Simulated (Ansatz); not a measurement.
This script drives the Python package of Ansatz (0.2.0).

Script `opt_cl3fge.py`:
```python
import itertools

import ansatz as az
from ase.data import atomic_numbers, covalent_radii
import numpy as np


def main() -> None:
    geometry_ang = [
        ("F", (-0.9777, 0.186, 1.5197)),
        ("Ge", (-0.0567, 0.0015, 0.063)),
        ("Cl", (1.4645, -1.4531, 0.446)),
        ("Cl", (-1.2373, -0.6892, -1.555)),
        ("Cl", (0.8571, 1.8811, -0.5151)),
    ]
    mol = az.Crystal.molecule()
    for symbol, xyz in geometry_ang:
        mol = mol.atom(symbol, xyz)

    job = (
        mol.calculation()
        .basis(gaussian="def2-SVP")
        .functional("r2scan")
    )
    symbols = [site.symbol for site in mol.cartesian_sites]
    start = np.array([site.position_ang for site in mol.cartesian_sites], dtype=float)
    def progress(event):
        if event["event"] == "relax_step":
            row = event["data"]
            print(f"step {row['step']:3d}  E = {row['lagrangian_ev']:.6f} eV  largest force component {row['allowed_force_max_ev_ang']:.4f} eV/A")


    summary = job.relax(force_tolerance=0.01).session().plan().execute(on_event=progress).report
    end = np.array(summary["positions_ang"])

    print(f"E = {summary['free_energy_ev']:.6f} eV = {summary['free_energy_ev'] / 27.211386246:.7f} Ha")
    print("converged:", summary["converged"], " doubts:", summary["published_state_doubts"] or "none")

    radius = [covalent_radii[atomic_numbers[s]] for s in symbols]
    span = lambda where, i, j: np.linalg.norm(where[i] - where[j])
    bonded = [(i, j) for i, j in itertools.combinations(range(len(symbols)), 2) if min(span(start, i, j), span(end, i, j)) < 1.2 * (radius[i] + radius[j])]
    print("pair        before    after (A)")
    for i, j in bonded:
        print(f"{symbols[i]}{i}-{symbols[j]}{j}".ljust(10), f"{span(start, i, j):8.4f} {span(end, i, j):8.4f}")
    with open("cl3fge_opt.xyz", "w") as handle:
        handle.write(f"{len(symbols)}\nrelaxed Cl3FGe\n")
        handle.writelines(f"{s:2s} {x:11.6f} {y:11.6f} {z:11.6f}\n" for s, (x, y, z) in zip(symbols, end))


if __name__ == "__main__":
    main()
```

It is started by `python opt_cl3fge.py`. Estimate its wall time and peak memory on 1 thread of Arm Neoverse N1, with other jobs on the host.

It took about 66 s, with a peak of 0.24 GiB, for 1 run of the engine.

```console
$ python opt_cl3fge.py
step   1  E = -96782.978293 eV  largest force component 0.6003 eV/A
step   2  E = -96783.026676 eV  largest force component 0.2429 eV/A
step   3  E = -96783.032687 eV  largest force component 0.0473 eV/A
step   4  E = -96783.032758 eV  largest force component 0.0021 eV/A
E = -96783.032764 eV = -3556.7108522 Ha
converged: True  doubts: none
pair        before    after (A)
F0-Ge1       1.7333   1.7193
Ge1-Cl2      2.1393   2.1211
Ge1-Cl3      2.1187   2.1212
Ge1-Cl4      2.1684   2.1212
```

File `cl3fge_opt.xyz` afterwards:
```text
5
relaxed Cl3FGe
F    -0.970989    0.202283    1.443126
Ge   -0.015413   -0.009091    0.029544
Cl    1.483851   -1.444350    0.467076
Cl   -1.292113   -0.689785   -1.521645
Cl    0.844564    1.867243   -0.459501
```

These settings explore the input space; basis and method may be short of convergence. The end point is the stationary point reached from this start; no frequency run checks that it is a minimum, and the basis set is modest.

(Lines on the test bed's own set-up are left out of the output.)
